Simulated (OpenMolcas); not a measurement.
# SiHCl2O2 (SMILES [O][Si](O)(Cl)Cl) in OpenMolcas

Aim: the excited states of SiHCl2O2.

The results are computed with OpenMolcas 26.06.

## 1. The molecule

SiHCl2O2: 6 atoms, total charge 0, spin state doublet. As SMILES, `[O][Si](O)(Cl)Cl`. The coordinates come from a PBE0-D4/def2-TZVP relaxation. This is one conformer, not always the lowest.

Bond lengths: O1–Si2 1.648 Å, Si2–O3 1.616 Å, Si2–Cl4 2.015 Å, Si2–Cl5 2.031 Å, O3–H6 0.960 Å. Angles: O1–Si2–O3 113.7°, O1–Si2–Cl4 113.2°, O1–Si2–Cl5 98.7°, O3–Si2–Cl4 105.7°, O3–Si2–Cl5 114.0°, Cl4–Si2–Cl5 111.7°, Si2–O3–H6 117.6°.

## 2. The run

Contents of step11.inp:

```
* Cl2HO2Si CASPT2
>>> EXPORT MOLCAS_PRINT=2

&gateway
  coord
  6
  bohr
  O     -2.31699320     0.34185146     2.28959217
  Si    -0.51192681     0.07785672    -0.23375912
  O      1.98780291    -1.61722762     0.21712953
  Cl    -2.30244231    -1.49137186    -3.20497551
  Cl     0.21051549     3.80212896    -0.82051908
  H      3.01241242    -1.23436910     1.66522666
  basis = ANO-R1
  group = NoSym
  ricd

&seward

&rasscf
  fileorb = $CurrDir/step2.RasOrb
  spin = 2
  nactel = 3 0 0
  inactive = 31
  ras2 = 3
  ciroot = 11 11 1
  orblisting = Nothing

&caspt2
  multistate = all
```

Command:

```bash
export MOLCAS_MEM=1860
pymolcas step11.inp > step11.log
```

The log of the run:

```text
--- Start Module: gateway ---

                                              &GATEWAY

                       available to each process: 1.9 GB of memory, 1 thread

++    Symmetry information:
      ---------------------

                    Character Table for C1

                             E
                    a        1  x, y, xy, Rz, z, xz, Ry, yz, Rx, I
--

++    Basis set information:
      ----------------------

      Basis set label: O.ANO-R...3S2P1D.

      Electronic valence basis set:
      ------------------
      Associated Effective Charge   8.000000 au
      Associated Actual Charge      8.000000 au
      Nuclear Model: Finite nucleus - Gaussian distribution
        Gaussian exponent, Xi/bohr**(-2):  5.86314E+08

      Shell  nPrim  nBasis  Cartesian Spherical Contaminant
         s      13       3        X
         p       8       2        X
         d       4       1                 X

      Basis set label: SI.ANO-R...4S3P1D.

      Electronic valence basis set:
      ------------------
      Associated Effective Charge  14.000000 au
      Associated Actual Charge     14.000000 au
      Nuclear Model: Finite nucleus - Gaussian distribution
        Gaussian exponent, Xi/bohr**(-2):  4.34677E+08

[... 146 lines left out ...]
      Nuclear repulsion energy =  366.85849419
[... 15 lines left out ...]
++    Orbital specifications:
      -----------------------

      Symmetry species                           1
                                                 a
      Frozen orbitals                            0
      Inactive orbitals                         31
      Active orbitals                            3
      RAS1 orbitals                              0
      RAS2 orbitals                              3
      RAS3 orbitals                              0
      Secondary orbitals                        53
      Deleted orbitals                           0
      Number of basis functions                 87
--

++    CI expansion specifications:
      ----------------------------

      Number of CSFs                             8
      Number of determinants                     9
      Number of root(s) required                11
      Root chosen for geometry opt.             11
      CI roots used                              1     2     3     4     5     6     7     8     9    10
                                                11
      weights                                0.091 0.091 0.091 0.091 0.091 0.091 0.091 0.091 0.091 0.091
                                             0.091
      highest root included in the CI           11
      max. size of the explicit Hamiltonian      8
--
 ************ ERROR ***********
  You can't ask for more roots
  than there are configurations
 ******************************

--- Stop Module: rasscf /rc=_RC_INPUT_ERROR_ ---

.####################.
.# User input error #.
.####################.

    Timing: Wall=3.82 User=3.48 System=0.32
```

It took 4.2 s on 1 thread of Intel Xeon 6975P-C (Granite Rapids), shared host.

## 3. Diagnosis

The job stopped with an error part of the way.

The telling line is `You can't ask for more roots`. The cause is that more states are asked for than the space holds.
